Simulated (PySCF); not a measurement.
# C13H13P: the cost of one run

Computed with PySCF 2.14.0 and routines of our own; the level stands in each step. Atoms count from 0.

## Step 1: The starting structure

27 atoms, charge 0, multiplicity 1; geometry from: GFN2-xTB.

## Step 2: NMR shifts: GIAO KT3/pcSseg-1

What the job is given:

```
{"job": {"kind": "nmr", "xc": "KT3", "basis": "pcSseg-1", "pop": false}, "charge": 0, "multiplicity": 1}
C     -0.122628    -2.504291    -0.821120
P     -0.061251    -0.772717    -1.485108
C      1.379862    -0.107274    -0.570697
C      2.514251    -0.869714    -0.316893
C      3.615043    -0.299701     0.298341
C      3.601426     1.037547     0.656782
C      2.484167     1.810553     0.383792
C      1.386040     1.244139    -0.233932
C     -1.398109    -0.077467    -0.429337
C     -1.347392    -0.105763     0.959851
C     -2.398587     0.395245     1.703949
C     -3.506675     0.935495     1.069925
C     -3.559982     0.974160    -0.312830
C     -2.509375     0.468227    -1.058274
H      0.599280    -3.122477    -1.351142
H      0.075083    -2.533296     0.249118
H     -1.119930    -2.895152    -1.019072
H      2.542408    -1.910932    -0.604180
H      4.488340    -0.903705     0.500671
H      4.463519     1.478423     1.136072
H      2.468779     2.857379     0.652544
H      0.517031     1.848973    -0.455213
H     -0.480804    -0.512943     1.462198
H     -2.353514     0.364544     2.783586
H     -4.326850     1.326809     1.654463
H     -4.419360     1.397685    -0.812669
H     -2.542710     0.492107    -2.138841
```

With the program's defaults for keys left out, this is: GIAO KT3/pcSseg-1 NMR shielding, non-relativistic, gas phase.

On the command line:

```console
> OMP_NUM_THREADS=1 python large_run.py task.json out
```

This one command runs all jobs of the session in turn.

**Question.** How long does this job take on 1 thread of Arm Neoverse V2, shared host, and how much memory does it need?

About 19 s, with a peak of 0.55 GiB.
